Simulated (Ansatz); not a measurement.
# KAs4: the cost of one run

Computed with Ansatz 0.2.0 (DFT PBE+D3(BJ), scalar-relativistic, plane waves, PAW, unless a step's input says otherwise).

### 1 The structure to begin with

The structure is tetragonal, space group P4/mmm (No. 123). Conventional cell: a = 3.771 Å, b = 3.771 Å, c = 8.224 Å, α = 90.00°, β = 90.00°, γ = 90.00°. K (site symmetry 4/mmm) has 8 As at 2.91 Å as nearest neighbours. As (site symmetry 2mm) is surrounded by 4 As at 2.67 Å and 2 K at 2.91 Å.

Structure file:

```xyz
5
Lattice="3.7708 0.0000 0.0000 0.0000 3.7708 0.0000 0.0000 0.0000 8.2237" Properties=species:S:1:pos:R:3 pbc="T T T"
K     0.0000    0.0000    0.0000
As    0.0000    1.8854    6.0019
As    1.8854    0.0000    6.0019
As    0.0000    1.8854    2.2219
As    1.8854    0.0000    2.2219
```

Recipe of the guess: K between sheets of the Se type, stage 2 (P4/mmm, No. 123). The dimensions are guesses.

### 2 The guess as it stands, on a coarse mesh

The input, input.yaml:

```yaml
crystal:
  lattice:
    - [3.77079632, 0.0, 0.0]
    - [0.0, 3.77079632, 0.0]
    - [0.0, 0.0, 8.22372356]
  atoms:
    - { symbol: K, position: [0.0, 0.0, 0.0] }
    - { symbol: As, position: [0.0, 0.5, 0.7298229] }
    - { symbol: As, position: [0.5, 0.0, 0.7298229] }
    - { symbol: As, position: [0.0, 0.5, 0.2701771] }
    - { symbol: As, position: [0.5, 0.0, 0.2701771] }
basis:
  ecutwfc: 420
kpoints:
  mp_grid: { grid: [4, 4, 2] }
hamiltonian:
  xc: pbe
  dispersion: d3bj
scf:
  occupations: { method: gaussian, width: 0.1 }
  lower_state_search: "off"
output:
  forces: true
  stress: true
  eigenvalues: true
```

Launch:

```
$ ansatz run input.yaml --threads 1 --pin off --max-ram 2048MiB --backend cpu --events-out ev --progress --plain --runs-dir out
```

**Question.** How long does this run take on 1 thread of Arm Neoverse N1, shared host, and how much memory does it need?

About 7.8 s, with a peak of 0.42 GiB.
